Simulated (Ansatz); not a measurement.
# C₄H₈Si: small, medium and large basis sets

Aim: see how fast density functionals converge with the basis set for C₄H₈Si.

Method: one geometry, several basis sets; program: Ansatz 0.2.0, Gaussian basis.

Plan: PBE0-D4/def2-SVP; ωB97M-V/def2-SVP; PBE0-D4/def2-QZVPP; ωB97M-V/def2-QZVPP; the functionals' def2-TZVPP values are taken from earlier runs.

### Step 1. The relaxed structure

An earlier PBE0-D4 in a triple-zeta def2 set relaxation fixed the geometry.

SMILES `C=C1CC1[SiH3]`, 13 atoms, charge 0, spin multiplicity 1.

Atoms are counted from 1 here; the program's logs count them from 0.

Bond lengths: C1–C2 1.315 Å, C1–H6 1.085 Å, C1–H7 1.084 Å, C2–C3 1.453 Å, C2–C4 1.462 Å, C3–C4 1.541 Å, C3–H8 1.085 Å, C3–H9 1.086 Å, C4–Si5 1.861 Å, C4–H10 1.088 Å, Si5–H11 1.487 Å, Si5–H12 1.487 Å, Si5–H13 1.489 Å. Angles: C2–C1–H6 121.2°, C2–C1–H7 121.1°, H6–C1–H7 117.6°, C1–C2–C3 148.6°, C1–C2–C4 147.5°, C3–C2–C4 63.8°, C2–C3–C4 58.3°, C2–C3–H8 118.5°, C2–C3–H9 119.1°, C4–C3–H8 117.2°, C4–C3–H9 117.9°, H8–C3–H9 114.5°, C2–C4–C3 57.8°, C2–C4–Si5 119.3°, C2–C4–H10 116.4°, C3–C4–Si5 119.1°, C3–C4–H10 115.4°, Si5–C4–H10 116.2° and more.

Geometry (Å):

```
C    -1.36971    1.61289   -0.35365
C    -0.37910    0.91100    0.15194
C     0.32913    0.43308    1.32733
C     0.77453    0.04902   -0.09733
Si    0.49810   -1.69184   -0.69278
H    -1.51742    1.68605   -1.42558
H    -2.06553    2.14267    0.28748
H     0.95684    1.13002    1.87320
H    -0.12779   -0.33717    1.94188
H     1.67808    0.54134   -0.45207
H     0.28399   -1.72534   -2.16431
H    -0.70794   -2.23182   -0.01086
H     1.66741   -2.55469   -0.37043
```

### Step 2. PBE0-D4 in def2-SVP

File in.yaml:

```yaml
crystal:
  periodic: [false, false, false]
  atoms:
    - {symbol: C, position_ang: [-1.369706, 1.612886, -0.353655]}
    - {symbol: C, position_ang: [-0.379095, 0.910999, 0.151936]}
    - {symbol: C, position_ang: [0.329125, 0.433079, 1.327327]}
    - {symbol: C, position_ang: [0.774532, 0.049025, -0.097330]}
    - {symbol: Si, position_ang: [0.498102, -1.691840, -0.692782]}
    - {symbol: H, position_ang: [-1.517421, 1.686051, -1.425578]}
    - {symbol: H, position_ang: [-2.065528, 2.142666, 0.287477]}
    - {symbol: H, position_ang: [0.956838, 1.130016, 1.873199]}
    - {symbol: H, position_ang: [-0.127793, -0.337172, 1.941879]}
    - {symbol: H, position_ang: [1.678083, 0.541340, -0.452068]}
    - {symbol: H, position_ang: [0.283994, -1.725339, -2.164306]}
    - {symbol: H, position_ang: [-0.707939, -2.231819, -0.010865]}
    - {symbol: H, position_ang: [1.667406, -2.554692, -0.370434]}
basis:
  gaussian: {orbitals: def2-SVP}
hamiltonian: {xc: pbe0, dispersion: d4}
output: {orbitals: {seedname: orbitals}}
```

Further steps of the session: ωB97M-V in def2-SVP; PBE0-D4 in def2-QZVPP; ωB97M-V in def2-QZVPP.

**Question.** What will the summary of the whole plan be? Wanted: PBE0-D4: double and triple zeta above quadruple; ωB97M-V: double and triple zeta above quadruple.

As calculated:

| quantity | value |
| --- | --- |
| PBE0-D4: double and triple zeta above quadruple | 7.81, 0.50 eV |
| ωB97M-V: double and triple zeta above quadruple | 8.06, 0.46 eV |

In words: PBE0-D4 gains 7.31 eV from double to triple zeta, then 0.50 eV more. These are total energies; as a rule much of such shifts cancels in differences, which this series doesn't test. The LUMO of ωB97M-V is positive and keeps falling with the basis (2.24 to 1.59 eV): an unbound level that the basis holds in place.
